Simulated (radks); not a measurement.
# Cl in [He] 2s2 2p5 3s2 3p5 3d1: an all-electron calculation

The task here is to estimate one member of a computed series from the others.

The numbers are computed with radks (a radial shooting solver on a logarithmic mesh, Libxc functionals) version 1 (scalar-relativistic Kohn-Sham, exchange-only LDA, spin-polarised, spherical densities, point nucleus; open shells are filled with parallel spins first), except any that are marked as measured or tabulated.

### Starting point

| Quantity | Value |
| --- | --- |
| element | chlorine (Z = 17) |
| charge | 0 |
| electrons | 17 |
| configuration | [He] 2s2 2p5 3s2 3p5 3d1 |

Outer shells as boxes (Hund's rule):

Cl
```
[He] core
2s [↑↓]
2p [↑↓][↑↓][↑ ]
3s [↑↓]
3p [↑↓][↑↓][↑ ]
3d [↑ ][  ][  ][  ][  ]
```

Set-up of the first run:

The run's settings:

```text
Z 17
configuration [He] 2s2 2p5 3s2 3p5 3d1 4s0 4p0 4d0 4f0
relativity scalar-relativistic
functional lda,
spin polarised
nucleus point
c 137.035999084
```

Command:

```sh
> python run_ks.py task.json out
```

All runs below come from this command, one after another.

One table of the session follows, with a row left open; its other results are not shown here.

It belongs to the step «Orbitals and density». From the orbitals of this run (lengths in bohr):

```
  level      <r>  outermost maximum (interpolated)  90 % within  nodes
  1s up  0.09120                            0.0596        0.163      0
1s down  0.09113                            0.0596        0.163      0
  2s up   0.4363                             0.358        0.680      1
2s down   0.4377                             0.359        0.683      1
  2p up   0.3943                             0.295        0.652      0
2p down   0.3964                             0.296        0.656      0
  3s up    1.418                              1.20         2.14      2
3s down    1.432                              1.21         2.17      2
  3p up    1.596                              1.29         2.49      1
3p down    1.625                              1.30         2.54      1
  4s up        ?                                 ?            ?      ?
4s down    5.252                              4.17         8.12      3
  4p up    7.665                              6.31         11.7      2
  3d up    7.772                              6.36         13.9      0
```

**Question.** Estimate the row for 4s up.

**Answer.** <r>: 5.347; outermost maximum (interpolated): 4.34; 90 % within: 8.17; nodes: 3. In the column «<r>» it lies between 4s down (5.252) and 4p up (7.665).
